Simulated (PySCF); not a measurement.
# I(2+): excitation energies in x2c-TZVPPall

Each state of iodine is computed at each level; their differences give the excitation energy. How far do the methods differ?

The numbers are computed with PySCF 2.14.0 (unrestricted determinants in a Gaussian basis, no spin-orbit coupling in the energies), except any that are marked as measured or tabulated.

**1. Starting point**

```
Element                                   : iodine (Z = 53)
Basis                                     : x2c-TZVPPall (8s6p4d2f, 60 functions)
Hamiltonian                               : the spin-free X2C one-electron Hamiltonian (Gaussian nucleus)
State 1                                   : I(2+): [Kr] 4d10 5s1 5p4, high-spin 4P determinant (an excited configuration)
State 2                                   : I(2+): [Kr] 4d10 5s1 5p4, 5s spin antiparallel (an excited configuration)
Needed too, but not shown                 : I(2+) [Kr] 4d10 5s2 5p3 (4S)
Methods                                   : UHF, LDA, PBE, PBE0, r2SCAN, LC-wPBE, M06, M06-L, r2SCAN0, ROHF, MP2
Core shells frozen in the correlated runs : valence: [Kr] 4d10; valence and next inner shell: [Ar] 3d10 (for I(2+))
```

The outer shells:

I2+ [Kr] 4d10 5s1 5p4
```
[Kr] core
4d [↑↓][↑↓][↑↓][↑↓][↑↓]
5s [↑ ]
5p [↑↓][↑ ][↑ ]
```

The runs were made by one driver on top of PySCF. The scripts below sum up each run's settings (the driver also hands on starting orbitals that pick excited configurations, and frozen orbitals as a list rather than a count), and the logs come from the driver's own runs. The driver starts from symmetry-adapted Hartree-Fock orbitals, holds the occupation by maximum overlap and uses a logarithmic radial grid for functionals, so a plain start would take other cycles.

The integrals over 60 functions and the set-up took 2.9 s of CPU time.

**2. I(2+) [Kr] 4d10 5s1 5p4: the ladder of methods**

Level: UHF.

File input.py:

```python
from pyscf import gto, scf, dft, mp, cc
import basis_set_exchange as bse
mol = gto.M(atom="I 0 0 0", charge=2, spin=3, symmetry="D2h",
            basis=gto.basis.parse(bse.get_basis("x2c-TZVPPall", elements=["I"], fmt="nwchem")),
            nucmod="G")
mf = scf.UHF(mol).sfx2c1e()
mf.irrep_nelec = {'Ag': (9, 8), 'B1g': (2, 2), 'B2g': (2, 2), 'B3g': (2, 2), 'B1u': (4, 3), 'B2u': (4, 4), 'B3u': (4, 3)}
mf.kernel()
```

Standard output:

```text
damping factor = 0
level_shift factor = 0
DIIS = <class 'pyscf.scf.diis.CDIIS'>
diis_start_cycle = 1
diis_space = 10
diis_damp = 0
SCF conv_tol = 1e-09
SCF conv_tol_grad = None
number electrons alpha = 27  beta = 24
cycle= 1 E= -7111.24675643902  delta_E= -0.0033  |g|= 0.0172  |ddm|= 0.0695
cycle= 2 E= -7111.24698527093  delta_E= -0.000229  |g|= 0.00593  |ddm|= 0.0184
cycle= 3 E= -7111.24701790766  delta_E= -3.26e-05  |g|= 0.000687  |ddm|= 0.01
cycle= 4 E= -7111.24701829227  delta_E= -3.85e-07  |g|= 0.000163  |ddm|= 0.00135
cycle= 5 E= -7111.24701830253  delta_E= -1.03e-08  |g|= 3.59e-05  |ddm|= 0.000246
cycle= 6 E= -7111.24701830325  delta_E= -7.13e-10  |g|= 5.53e-06  |ddm|= 7.61e-05
converged SCF energy = -7111.24701830325  <S^2> = 3.7585618  2S+1 = 4.0042786
```

It used 20 s of CPU time after the integrals (shared host).

Orbital energies by shell (radii are means over both spins):

| shell | electrons | mean orbital energy (eV) | spread (eV) | rms radius (bohr) |
| --- | --- | --- | --- | --- |
| 1s α | 1 | -33354.2 | 0 | 0.0311 |
| 1s β | 1 | -33353.9 | 0 | 0.0311 |
| 2s α | 1 | -5271.2 | 0 | 0.127 |
| 2s β | 1 | -5270.9 | 0 | 0.127 |
| 2p α | 3 | -4729.9 | 0.100 | 0.113 |
| 2p β | 3 | -4729.7 | 0.053 | 0.113 |
| 3s α | 1 | -1124.1 | 0 | 0.334 |
| 3s β | 1 | -1123.6 | 0 | 0.334 |
| 3p α | 3 | -944.02 | 0.246 | 0.335 |
| 3p β | 3 | -943.63 | 0.011 | 0.335 |
| 3d α | 5 | -672.91 | 0.208 | 0.313 |
| 3d β | 5 | -672.76 | 0.139 | 0.313 |
| 4s α | 1 | -233.10 | 0 | 0.788 |
| 4s β | 1 | -231.88 | 0 | 0.788 |
| 4p α | 3 | -173.99 | 0.591 | 0.844 |
| 4p β | 3 | -173.12 | 0.011 | 0.844 |
| 4d α | 5 | -84.535 | 0.652 | 0.988 |
| 4d β | 5 | -83.823 | 0.342 | 0.988 |
| 5s α | 1 | -46.414 | 0 | 2.01 |
| 5p α | 3 | -31.104 | 1.563 | 2.37 |
| 5p β | 1 | -25.880 | 0 | 2.37 |

⟨S²⟩ = 3.759, ⟨L²⟩ = 2.02.

Spin-orbit constants on these orbitals (cm⁻¹; bare nucleus, screened nucleus, mean field): 5p 6575, 6327, 6181. To first order in LS coupling the lowest level has J = 5/2 and lies 0.383 eV below the centre of the term.

Level: LDA.

input.py, as changed from the run before:

```diff
@@ -5,3 +5,3 @@
             nucmod="G")
-mf = scf.UHF(mol).sfx2c1e()
+mf = dft.UKS(mol, xc="LDA,VWN").sfx2c1e()
 mf.irrep_nelec = {'Ag': (9, 8), 'B1g': (2, 2), 'B2g': (2, 2), 'B3g': (2, 2), 'B1u': (4, 3), 'B2u': (4, 4), 'B3u': (4, 3)}
```

Standard output:

```text
damping factor = 0
level_shift factor = 0
DIIS = <class 'pyscf.scf.diis.CDIIS'>
diis_start_cycle = 1
diis_space = 10
diis_damp = 0
SCF conv_tol = 1e-09
SCF conv_tol_grad = None
number electrons alpha = 27  beta = 24
XC functionals = LDA,VWN
    P. A. M. Dirac.,  Math. Proc. Cambridge Philos. Soc. 26, 376 (1930)
    F. Bloch.,  Z. Phys. 57, 545 (1929)
    S. H. Vosko, L. Wilk, and M. Nusair.,  Can. J. Phys. 58, 1200 (1980)
cycle= 1 E= -7107.5230079278  delta_E= -0.0224  |g|= 0.0577  |ddm|= 0.333
cycle= 2 E= -7107.5232724108  delta_E= -0.000264  |g|= 0.0145  |ddm|= 0.0599
cycle= 3 E= -7107.5232909032  delta_E= -1.85e-05  |g|= 0.00438  |ddm|= 0.0107
cycle= 4 E= -7107.52329366371  delta_E= -2.76e-06  |g|= 0.000286  |ddm|= 0.00356
cycle= 5 E= -7107.52329368664  delta_E= -2.29e-08  |g|= 1.2e-05  |ddm|= 0.000474
cycle= 6 E= -7107.5232936867  delta_E= -6.55e-11  |g|= 1.11e-06  |ddm|= 2.68e-05
converged SCF energy = -7107.5232936867  <S^2> = 3.7517098  2S+1 = 4.0008548
```

It used 0.79 s of CPU time after the integrals (shared host).

Level: PBE.

input.py, as changed from the run before:

```diff
@@ -5,3 +5,3 @@
             nucmod="G")
-mf = dft.UKS(mol, xc="LDA,VWN").sfx2c1e()
+mf = dft.UKS(mol, xc="PBE").sfx2c1e()
 mf.irrep_nelec = {'Ag': (9, 8), 'B1g': (2, 2), 'B2g': (2, 2), 'B3g': (2, 2), 'B1u': (4, 3), 'B2u': (4, 4), 'B3u': (4, 3)}
```

Standard output:

```text
damping factor = 0
level_shift factor = 0
DIIS = <class 'pyscf.scf.diis.CDIIS'>
diis_start_cycle = 1
diis_space = 10
diis_damp = 0
SCF conv_tol = 1e-09
SCF conv_tol_grad = None
number electrons alpha = 27  beta = 24
XC functionals = PBE
    J. P. Perdew, K. Burke, and M. Ernzerhof.,  Phys. Rev. Lett. 77, 3865 (1996)
    J. P. Perdew, K. Burke, and M. Ernzerhof.,  Phys. Rev. Lett. 78, 1396 (1997)
    J. P. Perdew, K. Burke, and M. Ernzerhof.,  Phys. Rev. Lett. 77, 3865 (1996)
    J. P. Perdew, K. Burke, and M. Ernzerhof.,  Phys. Rev. Lett. 78, 1396 (1997)
cycle= 1 E= -7113.62741028445  delta_E= -0.0153  |g|= 0.0371  |ddm|= 0.287
cycle= 2 E= -7113.62758770428  delta_E= -0.000177  |g|= 0.00491  |ddm|= 0.0524
cycle= 3 E= -7113.62759496578  delta_E= -7.26e-06  |g|= 0.00288  |ddm|= 0.0111
cycle= 4 E= -7113.62759632056  delta_E= -1.35e-06  |g|= 0.000136  |ddm|= 0.00245
cycle= 5 E= -7113.6275963281  delta_E= -7.53e-09  |g|= 1.44e-05  |ddm|= 0.00026
cycle= 6 E= -7113.62759632823  delta_E= -1.36e-10  |g|= 1.34e-06  |ddm|= 3.52e-05
converged SCF energy = -7113.62759632823  <S^2> = 3.7525519  2S+1 = 4.0012757
```

It used 1.1 s of CPU time after the integrals (shared host).

Level: PBE0.

input.py, as changed from the run before:

```diff
@@ -5,3 +5,3 @@
             nucmod="G")
-mf = dft.UKS(mol, xc="PBE").sfx2c1e()
+mf = dft.UKS(mol, xc="PBE0").sfx2c1e()
 mf.irrep_nelec = {'Ag': (9, 8), 'B1g': (2, 2), 'B2g': (2, 2), 'B3g': (2, 2), 'B1u': (4, 3), 'B2u': (4, 4), 'B3u': (4, 3)}
```

Standard output:

```text
damping factor = 0
level_shift factor = 0
DIIS = <class 'pyscf.scf.diis.CDIIS'>
diis_start_cycle = 1
diis_space = 10
diis_damp = 0
SCF conv_tol = 1e-09
SCF conv_tol_grad = None
number electrons alpha = 27  beta = 24
XC functionals = PBE0
    C. Adamo and V. Barone.,  J. Chem. Phys. 110, 6158 (1999)
    M. Ernzerhof and G. E. Scuseria.,  J. Chem. Phys. 110, 5029 (1999)
cycle= 1 E= -7113.71675268147  delta_E= -0.0102  |g|= 0.0235  |ddm|= 0.222
cycle= 2 E= -7113.71687213946  delta_E= -0.000119  |g|= 0.00604  |ddm|= 0.0299
cycle= 3 E= -7113.71687899818  delta_E= -6.86e-06  |g|= 0.00355  |ddm|= 0.00772
cycle= 4 E= -7113.71688081414  delta_E= -1.82e-06  |g|= 0.000214  |ddm|= 0.00251
cycle= 5 E= -7113.71688085766  delta_E= -4.35e-08  |g|= 5.85e-06  |ddm|= 0.000568
cycle= 6 E= -7113.71688085768  delta_E= -2.18e-11  |g|= 6.78e-07  |ddm|= 1.09e-05
converged SCF energy = -7113.71688085768  <S^2> = 3.7531458  2S+1 = 4.0015726
```

CPU time 1.4 s on a shared host, the integrals not counted.

Level: r2SCAN.

input.py, as changed from the run before:

```diff
@@ -5,3 +5,3 @@
             nucmod="G")
-mf = dft.UKS(mol, xc="PBE0").sfx2c1e()
+mf = dft.UKS(mol, xc="R2SCAN").sfx2c1e()
 mf.irrep_nelec = {'Ag': (9, 8), 'B1g': (2, 2), 'B2g': (2, 2), 'B3g': (2, 2), 'B1u': (4, 3), 'B2u': (4, 4), 'B3u': (4, 3)}
```

Standard output:

```text
damping factor = 0
level_shift factor = 0
DIIS = <class 'pyscf.scf.diis.CDIIS'>
diis_start_cycle = 1
diis_space = 10
diis_damp = 0
SCF conv_tol = 1e-09
SCF conv_tol_grad = None
number electrons alpha = 27  beta = 24
XC functionals = R2SCAN
    J. W. Furness, A. D. Kaplan, J. Ning, J. P. Perdew, and J. Sun.,  J. Phys. Chem. Lett. 11, 8208-8215 (2020)
    J. W. Furness, A. D. Kaplan, J. Ning, J. P. Perdew, and J. Sun.,  J. Phys. Chem. Lett. 11, 9248-9248 (2020)
    J. W. Furness, A. D. Kaplan, J. Ning, J. P. Perdew, and J. Sun.,  J. Phys. Chem. Lett. 11, 8208-8215 (2020)
    J. W. Furness, A. D. Kaplan, J. Ning, J. P. Perdew, and J. Sun.,  J. Phys. Chem. Lett. 11, 9248-9248 (2020)
cycle= 1 E= -7114.0851087212  delta_E= -0.00973  |g|= 0.0326  |ddm|= 0.199
cycle= 2 E= -7114.08524053421  delta_E= -0.000132  |g|= 0.00651  |ddm|= 0.0305
cycle= 3 E= -7114.0852461758  delta_E= -5.64e-06  |g|= 0.00227  |ddm|= 0.00576
cycle= 4 E= -7114.08524711064  delta_E= -9.35e-07  |g|= 0.000408  |ddm|= 0.00202
cycle= 5 E= -7114.08524717239  delta_E= -6.18e-08  |g|= 1.01e-05  |ddm|= 0.000734
cycle= 6 E= -7114.08524717246  delta_E= -6.55e-11  |g|= 1.27e-06  |ddm|= 2.49e-05
converged SCF energy = -7114.08524717246  <S^2> = 3.7555123  2S+1 = 4.0027552
```

It used 2 s of CPU time after the integrals (shared host).

Level: LC-wPBE.

input.py, as changed from the run before:

```diff
@@ -5,3 +5,3 @@
             nucmod="G")
-mf = dft.UKS(mol, xc="R2SCAN").sfx2c1e()
+mf = dft.UKS(mol, xc="LC_WPBE").sfx2c1e()
 mf.irrep_nelec = {'Ag': (9, 8), 'B1g': (2, 2), 'B2g': (2, 2), 'B3g': (2, 2), 'B1u': (4, 3), 'B2u': (4, 4), 'B3u': (4, 3)}
```

Standard output:

```text
damping factor = 0
level_shift factor = 0
DIIS = <class 'pyscf.scf.diis.CDIIS'>
diis_start_cycle = 1
diis_space = 10
diis_damp = 0
SCF conv_tol = 1e-09
SCF conv_tol_grad = None
number electrons alpha = 27  beta = 24
XC functionals = LC_WPBE
    O. A. Vydrov and G. E. Scuseria.,  J. Chem. Phys. 125, 234109 (2006)
cycle= 1 E= -7113.58596163259  delta_E= -0.0141  |g|= 0.0355  |ddm|= 0.187
cycle= 2 E= -7113.58627581834  delta_E= -0.000314  |g|= 0.00741  |ddm|= 0.0397
cycle= 3 E= -7113.58630249876  delta_E= -2.67e-05  |g|= 0.00303  |ddm|= 0.0115
cycle= 4 E= -7113.58630617058  delta_E= -3.67e-06  |g|= 0.000899  |ddm|= 0.00495
cycle= 5 E= -7113.58630654647  delta_E= -3.76e-07  |g|= 5.01e-05  |ddm|= 0.00184
cycle= 6 E= -7113.58630654868  delta_E= -2.21e-09  |g|= 3.26e-06  |ddm|= 0.000154
cycle= 7 E= -7113.58630654869  delta_E= -1e-11  |g|= 3.36e-07  |ddm|= 7.76e-06
converged SCF energy = -7113.58630654869  <S^2> = 3.7527859  2S+1 = 4.0013927
```

CPU time 4.8 s on a shared host, the integrals not counted.

Level: M06.

input.py, as changed from the run before:

```diff
@@ -5,3 +5,3 @@
             nucmod="G")
-mf = dft.UKS(mol, xc="LC_WPBE").sfx2c1e()
+mf = dft.UKS(mol, xc="M06").sfx2c1e()
 mf.irrep_nelec = {'Ag': (9, 8), 'B1g': (2, 2), 'B2g': (2, 2), 'B3g': (2, 2), 'B1u': (4, 3), 'B2u': (4, 4), 'B3u': (4, 3)}
```

Standard output:

```text
damping factor = 0
level_shift factor = 0
DIIS = <class 'pyscf.scf.diis.CDIIS'>
diis_start_cycle = 1
diis_space = 10
diis_damp = 0
SCF conv_tol = 1e-09
SCF conv_tol_grad = None
number electrons alpha = 27  beta = 24
XC functionals = M06
    Y. Zhao and D. G. Truhlar.,  Theor. Chem. Acc. 120, 215 (2008)
    Y. Zhao and D. G. Truhlar.,  Theor. Chem. Acc. 120, 215 (2008)
cycle= 1 E= -7114.1833103613  delta_E= -0.00915  |g|= 0.0218  |ddm|= 0.221
cycle= 2 E= -7114.18340821772  delta_E= -9.79e-05  |g|= 0.00962  |ddm|= 0.0281
cycle= 3 E= -7114.18342197215  delta_E= -1.38e-05  |g|= 0.00294  |ddm|= 0.00848
cycle= 4 E= -7114.18342325914  delta_E= -1.29e-06  |g|= 0.000176  |ddm|= 0.00237
cycle= 5 E= -7114.18342329152  delta_E= -3.24e-08  |g|= 1.53e-05  |ddm|= 0.000665
cycle= 6 E= -7114.1834232917  delta_E= -1.78e-10  |g|= 1.57e-06  |ddm|= 4.57e-05
converged SCF energy = -7114.1834232917  <S^2> = 3.7515659  2S+1 = 4.0007829
```

CPU time 2 s on a shared host, the integrals not counted.

Level: M06-L.

input.py, as changed from the run before:

```diff
@@ -5,3 +5,3 @@
             nucmod="G")
-mf = dft.UKS(mol, xc="M06").sfx2c1e()
+mf = dft.UKS(mol, xc="M06L").sfx2c1e()
 mf.irrep_nelec = {'Ag': (9, 8), 'B1g': (2, 2), 'B2g': (2, 2), 'B3g': (2, 2), 'B1u': (4, 3), 'B2u': (4, 4), 'B3u': (4, 3)}
```

Standard output:

```text
damping factor = 0
level_shift factor = 0
DIIS = <class 'pyscf.scf.diis.CDIIS'>
diis_start_cycle = 1
diis_space = 10
diis_damp = 0
SCF conv_tol = 1e-09
SCF conv_tol_grad = None
number electrons alpha = 27  beta = 24
XC functionals = M06L
    Y. Zhao and D. G. Truhlar.,  J. Chem. Phys. 125, 194101 (2006)
    Y. Zhao and D. G. Truhlar.,  J. Chem. Phys. 125, 194101 (2006)
    Y. Zhao and D. G. Truhlar.,  Theor. Chem. Acc. 120, 215 (2008)
cycle= 1 E= -7113.92592289366  delta_E= -0.00678  |g|= 0.0266  |ddm|= 0.173
cycle= 2 E= -7113.92603486731  delta_E= -0.000112  |g|= 0.0162  |ddm|= 0.0364
cycle= 3 E= -7113.92607316781  delta_E= -3.83e-05  |g|= 0.00242  |ddm|= 0.0123
cycle= 4 E= -7113.92607411378  delta_E= -9.46e-07  |g|= 0.000188  |ddm|= 0.00193
cycle= 5 E= -7113.92607413851  delta_E= -2.47e-08  |g|= 1.38e-05  |ddm|= 0.00046
cycle= 6 E= -7113.92607413858  delta_E= -6.55e-11  |g|= 1.5e-06  |ddm|= 1.54e-05
converged SCF energy = -7113.92607413858  <S^2> = 3.7536219  2S+1 = 4.0018105
```

It used 2.3 s of CPU time after the integrals (shared host).

Level: r2SCAN0.

input.py, as changed from the run before:

```diff
@@ -5,3 +5,3 @@
             nucmod="G")
-mf = dft.UKS(mol, xc="M06L").sfx2c1e()
+mf = dft.UKS(mol, xc="HYB_MGGA_XC_R2SCAN0").sfx2c1e()
 mf.irrep_nelec = {'Ag': (9, 8), 'B1g': (2, 2), 'B2g': (2, 2), 'B3g': (2, 2), 'B1u': (4, 3), 'B2u': (4, 4), 'B3u': (4, 3)}
```

Standard output:

```text
damping factor = 0
level_shift factor = 0
DIIS = <class 'pyscf.scf.diis.CDIIS'>
diis_start_cycle = 1
diis_space = 10
diis_damp = 0
SCF conv_tol = 1e-09
SCF conv_tol_grad = None
number electrons alpha = 27  beta = 24
XC functionals = HYB_MGGA_XC_R2SCAN0
    M. Bursch, H. Neugebauer, S. Ehlert, and S. Grimme.,  J. Chem. Phys. 156, 134105 (2022)
cycle= 1 E= -7114.06432062747  delta_E= -0.00741  |g|= 0.0215  |ddm|= 0.173
cycle= 2 E= -7114.0644364413  delta_E= -0.000116  |g|= 0.00264  |ddm|= 0.0218
cycle= 3 E= -7114.06444220855  delta_E= -5.77e-06  |g|= 0.00065  |ddm|= 0.00491
cycle= 4 E= -7114.06444261682  delta_E= -4.08e-07  |g|= 0.000245  |ddm|= 0.00178
cycle= 5 E= -7114.06444262658  delta_E= -9.75e-09  |g|= 2.18e-05  |ddm|= 0.000196
cycle= 6 E= -7114.06444262675  delta_E= -1.73e-10  |g|= 1.35e-06  |ddm|= 4.81e-05
converged SCF energy = -7114.06444262675  <S^2> = 3.7555784  2S+1 = 4.0027883
```

It used 2.7 s of CPU time after the integrals (shared host).

**3. I(2+) [Kr] 4d10 5s1 5p4, continued**

Level: ROHF.

Standard output:

```text
damping factor = 0
level_shift factor = 0
DIIS = <class 'pyscf.scf.diis.CDIIS'>
diis_start_cycle = 1
diis_space = 10
diis_damp = 0
SCF conv_tol = 1e-09
SCF conv_tol_grad = None
irrep_nelec {'Ag': (9, 8), 'B1g': (2, 2), 'B2g': (2, 2), 'B3g': (2, 2), 'Au': (0, 0), 'B1u': (4, 3), 'B2u': (4, 4), 'B3u': (4, 3)}
HOMO (B3u) = -0.868766193987522  LUMO (Ag) = -0.225866772450331
cycle= 1 E= -7111.24228380023  delta_E= 0.00473  |g|= 0.0114  |ddm|= 0.186
HOMO (B1u) = -0.869125197608466  LUMO (Ag) = -0.225195190889338
cycle= 2 E= -7111.24234260089  delta_E= -5.88e-05  |g|= 0.0029  |ddm|= 0.0281
HOMO (B1u) = -0.868709717310939  LUMO (Ag) = -0.224968411610605
cycle= 3 E= -7111.24234555219  delta_E= -2.95e-06  |g|= 0.00099  |ddm|= 0.00549
HOMO (B1u) = -0.868728670690035  LUMO (B2g) = -0.224954301961128
cycle= 4 E= -7111.24234574812  delta_E= -1.96e-07  |g|= 0.000133  |ddm|= 0.0012
HOMO (B1u) = -0.868695745767194  LUMO (B2g) = -0.224933722431206
cycle= 5 E= -7111.24234575369  delta_E= -5.57e-09  |g|= 1.24e-05  |ddm|= 0.000236
HOMO (B1u) = -0.868697055429046  LUMO (B2g) = -0.224934310703516
cycle= 6 E= -7111.2423457537  delta_E= -1.27e-11  |g|= 7.88e-07  |ddm|= 1.24e-05
converged SCF energy = -7111.2423457537
```

CPU time 0.25 s on a shared host, the integrals not counted.

Restricted open-shell Hartree-Fock on the same occupation, started from the unrestricted density.

Level: MP2 (valence).

Changes to input.py since step 2:

```diff
@@ -5,4 +5,5 @@
             nucmod="G")
-mf = dft.UKS(mol, xc="HYB_MGGA_XC_R2SCAN0").sfx2c1e()
+mf = scf.UHF(mol).sfx2c1e()
 mf.irrep_nelec = {'Ag': (9, 8), 'B1g': (2, 2), 'B2g': (2, 2), 'B3g': (2, 2), 'B1u': (4, 3), 'B2u': (4, 4), 'B3u': (4, 3)}
 mf.kernel()
+mp.UMP2(mf, frozen=23).kernel()
```

The driver printed no log here.

It used 0.17 s of CPU time after the integrals (shared host).

With 5 electrons correlated, the MP2 correlation energy is -0.06237 hartree (-0.01571 same spin, -0.04666 opposite spin); the SCS form gives -0.06123. Largest pairs of shells: 5p-5p -0.0546, 5s-5p -0.0077, 5s-5s 0.0000.

Level: MP2 (valence and next inner shell).

input.py, as changed from the run before:

```diff
@@ -8,2 +8,2 @@
 mf.kernel()
-mp.UMP2(mf, frozen=23).kernel()
+mp.UMP2(mf, frozen=14).kernel()
```

This step left no log, only its results.

CPU time 0.27 s on a shared host, the integrals not counted.

With 23 electrons correlated, the MP2 correlation energy is -0.52710 hartree (-0.19402 same spin, -0.33308 opposite spin); the SCS form gives -0.46437. Largest pairs of shells: 4d-4d -0.2447, 4d-5p -0.0922, 5p-5p -0.0546, 4p-4d -0.0523, 4p-4p -0.0234.

Radial density 4πr²ρ of I(2+) at UHF, without picture-change correction:

| r (bohr) | density | spin density |
| --- | --- | --- |
| 0.000387 | 0.625 | 0.000 |
| 0.000651 | 1.45 | 0.000 |
| 0.00109 | 3.31 | 0.001 |
| 0.00184 | 7.32 | 0.002 |
| 0.00310 | 15.4 | 0.005 |
| 0.00521 | 30.0 | 0.009 |
| 0.00876 | 50.6 | 0.015 |
| 0.0147 | 67.7 | 0.019 |
| 0.0248 | 65.8 | 0.021 |
| 0.0417 | 60.5 | 0.048 |
| 0.0701 | 84.9 | 0.083 |
| 0.118 | 75.0 | -0.019 |
| 0.198 | 69.0 | 0.132 |
| 0.334 | 54.1 | 0.017 |
| 0.561 | 25.0 | 0.394 |
| 0.944 | 20.1 | -0.040 |
| 1.59 | 4.86 | 1.870 |
| 2.67 | 1.67 | 0.912 |
| 4.49 | 0.103 | 0.032 |
| 7.56 | 0.000150 | 0.000 |

(Part 1 of 2 ends here.)
